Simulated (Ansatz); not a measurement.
# FH3Sb2, SMILES [F][SbH][SbH2]: a search for lower mean-field states

Computed with Ansatz 0.2.0, Python API.

`states_fh3sb2.py`:
```python
"""Restricted and unrestricted solutions of FH3Sb2, stretched and not."""

from dataclasses import dataclass

import ansatz as az
import numpy as np


@dataclass(frozen=True)
class RunConfig:
    basis: str = "def2-SVP"
    functional: str = "b3lyp"


opts = RunConfig()


def main() -> None:
    geometry_ang = [
        ("F", [-1.8315, -0.5417, -0.2263]),
        ("Sb", [-0.1991, -1.1757, -1.0715]),
        ("Sb", [1.2771, 0.885, 0.1082]),
        ("H", [0.1871, -2.2392, 0.2838]),
        ("H", [0.3356, 2.1111, -0.684]),
        ("H", [0.2729, 0.8965, 1.5435]),
    ]
    fh3sb2 = az.Crystal.molecule()
    for symbol, xyz in geometry_ang:
        fh3sb2 = fh3sb2.atom(symbol, xyz)
    symbols = [site.symbol for site in fh3sb2.cartesian_sites]

    start = np.array([site.position_ang for site in fh3sb2.cartesian_sites])
    for factor in [1.0, 1.5]:
        xyz = (start - start.mean(axis=0)) * factor
        scaled = az.Crystal.molecule()
        for symbol, place in zip(symbols, xyz):
            scaled = scaled.atom(symbol, place.tolist())
        setup = (
            scaled.calculation()
            .basis(gaussian=opts.basis)
            .functional(opts.functional)
            .spin("collinear")
        )
        for search in ("off", "standard"):
            try:
                report = setup.scf(lower_state_search=search).run().report
            except az.AnsatzError as error:
                print(f"x{factor} search {search}: {type(error).__name__}")
                continue
            state = report["mean_field"]["state"]
            print(f"all distances x{factor}, search {search:8s} E = {report['free_energy_ev']:.5f} eV  <S^2> = {abs(state['spin_squared']):.3f}  other states met: {len(report['mean_field']['others'])}")


if __name__ == "__main__":
    main()
```

`python states_fh3sb2.py` gives:
```text
all distances x1.0, search off      E = -15843.33525 eV  <S^2> = 0.000  other states met: 0
all distances x1.0, search standard E = -15843.33525 eV  <S^2> = 0.000  other states met: 0
all distances x1.5, search off      E = -15833.21757 eV  <S^2> = 0.000  other states met: 0
all distances x1.5, search standard E = -15833.65917 eV  <S^2> = 1.763  other states met: 15
```

What to keep in mind:
- The settings weren't tested for convergence.
- The count of other states can hold repeated and symmetry-equivalent ends of the search; scaling all distances is a test, and for more than two atoms no physical path.
- The structure is a rough, unrelaxed start.
- def2 sets replace the cores of elements past krypton by effective core potentials.
- The expectation value of S² is noticeably off S(S+1) in at least one run, so that state is spin-contaminated.
- b3lyp holds the VWN-RPA fit, as in Gaussian; the form of ORCA and Turbomole is b3lyp5.
- It ran for 53 s on 1 thread of Arm Neoverse V1 (shared host), peak memory 0.37 GiB.

(Lines on the test bed's own set-up are left out of the output.)
